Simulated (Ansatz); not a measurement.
This script drives the Python package of Ansatz (0.2.0).

`md_geh3n.py`:
```python
'''Molecular dynamics of one GeH3N molecule.'''

import ansatz as az
import numpy as np

GEOMETRY = '''
N    -0.28160   -0.65840    0.36650
Ge    0.85460    0.77160   -0.01650
H     0.21510   -1.46590    0.50630
H    -0.80080   -0.77290   -0.52360
H     0.06270    2.05190   -0.37400
'''


def main() -> None:
    molecule = az.Crystal.molecule()
    for line in GEOMETRY.strip().splitlines():
        symbol, *xyz = line.split()
        molecule = molecule.atom(symbol, [float(v) for v in xyz])

    job = (
        molecule.calculation()
        .basis(gaussian='def2-SVP')
        .functional('pbe0')
    )
    symbols = [site.symbol for site in molecule.cartesian_sites]
    start = np.array([site.position_ang for site in molecule.cartesian_sites], dtype=float)
    data = job.relax(force_tolerance=0.02).run(threads=1, pin='off').report
    end = np.array(data['positions_ang'])
    minimum = az.Crystal.molecule()
    for symbol, place in zip(symbols, end):
        minimum = minimum.atom(symbol, place.tolist())

    # dynamics from the relaxed geometry
    job = (
        minimum.calculation()
        .basis(gaussian='def2-SVP')
        .functional('pbe0')
        .md('nvt_langevin', timestep=0.5, steps=40, temperature=800, initial_velocities='maxwell_boltzmann', seed=66, friction=0.02)
    )
    frames = []
    out = job.session().plan().execute(on_event=lambda e: frames.append(e['data']) if e['event'] == 'md_step' else None)
    print('t (fs)   E_pot (eV)      E_kin (eV)   T (K)   d(0-1) (A)')
    for f in frames[::3]:
        xyz = np.array(f['positions_ang'])
        print(f'{f["time_fs"]:6.2f} {f["lagrangian_ev"]:14.5f} {f["e_kin_ev"]:10.5f} {f["temperature_k"]:8.1f} {np.linalg.norm(xyz[0] - xyz[1]):9.4f}')
    print('mean temperature', round(float(np.mean([f['temperature_k'] for f in frames])), 1), 'K')


if __name__ == '__main__':
    main()
```

It is started by `python md_geh3n.py`. How long does it take on 1 thread of Arm Neoverse V1, on a shared host, and how much memory does it need?

It took about 75 s, with a peak of 0.19 GiB, for 2 runs of the engine.

```console
$ python md_geh3n.py
t (fs)   E_pot (eV)      E_kin (eV)   T (K)   d(0-1) (A)
  0.00   -58039.59123    0.41363    640.0    1.8142
  1.50   -58039.55551    0.32304    499.8    1.8294
  3.00   -58039.48492    0.32604    504.5    1.8406
  4.50   -58039.38799    0.25976    401.9    1.8516
  6.00   -58039.34054    0.17493    270.7    1.8636
  7.50   -58039.37939    0.25730    398.1    1.8733
  9.00   -58039.39089    0.28947    447.9    1.8800
 10.50   -58039.38926    0.28619    442.8    1.8820
 12.00   -58039.38438    0.28694    444.0    1.8784
 13.50   -58039.32592    0.21447    331.8    1.8738
 15.00   -58039.26925    0.17130    265.1    1.8706
 16.50   -58039.27641    0.20127    311.4    1.8691
 18.00   -58039.31047    0.30549    472.7    1.8661
 19.50   -58039.36905    0.37692    583.2    1.8614
mean temperature 437.6 K
```

Total energies depend on the basis set; only differences at equal settings carry meaning. The trajectory is only some femtoseconds long, so its temperature is not equilibrated; where the script doesn't relax first, it starts from a rough generated geometry. The printed temperature counts all 3N degrees of freedom under Langevin dynamics, so the first row lies under the target.
